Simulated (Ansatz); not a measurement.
# Rh: the cost of one run

Method: DFT r2SCAN, scalar-relativistic, plane waves, PAW, in Ansatz 0.2.0.

**1. The system as given**

The structure is cubic, space group Fm-3m (No. 225). The conventional cell has a = 3.803 Å, b = 3.803 Å, c = 3.803 Å, α = 90.00°, β = 90.00°, γ = 90.00°. Around Rh (site symmetry m-3m) lie 12 Rh at 2.69 Å.

Structure file:

```cif
data_structure
_symmetry_space_group_name_H-M 'P 1'
_symmetry_Int_Tables_number 1
_cell_length_a 2.6892
_cell_length_b 2.6892
_cell_length_c 2.6892
_cell_angle_alpha 60.000
_cell_angle_beta 60.000
_cell_angle_gamma 60.000
_cell_volume 13.75
loop_
_atom_site_label
_atom_site_type_symbol
_atom_site_fract_x
_atom_site_fract_y
_atom_site_fract_z
_atom_site_occupancy
Rh1 Rh 0.00000 0.00000 0.00000 1
```

The cell is taken as given, not relaxed at this level.

**2. The reference cell**

Reference values: F = -6415.2801 eV; pressure -0.65 GPa; largest force 0.000 eV/Å; gap on the mesh none (metal). It was computed beforehand with the settings of the runs below.

**3. Setting up a trigonal deformation path**

At fixed volume and fractional coordinates, lengths along (0.577, 0.577, 0.577) are scaled against those across it; ρ is that ratio over its starting value.

**4. At ρ = 0.500**

The input, input.yaml:

```yaml
crystal:
  lattice:
    - [-0.7986009575, 1.597201915, 1.597201915]
    - [1.597201915, -0.7986009575, 1.597201915]
    - [1.597201915, 1.597201915, -0.7986009575]
  atoms:
    - { symbol: Rh, position: [0.0, 0.0, 0.0] }
basis:
  ecutwfc: 500
kpoints:
  mp_grid: { grid: [24, 24, 24] }
hamiltonian:
  xc: r2scan
scf:
  occupations: { method: gaussian, width: 0.15 }
output:
  forces: true
  stress: true
  eigenvalues: true
  write_density: true
  write_potential: true
  elf: true
  volumetric_format: npy
```

The run is started by

```console
$ ansatz run input.yaml --threads 1 --pin off --max-ram 2560MiB --backend cpu --events-out ev --progress --plain --runs-dir out
```

What time and memory should one allow on 1 thread of Arm Neoverse V1, shared host?

About 16 s, with a peak of 0.39 GiB.
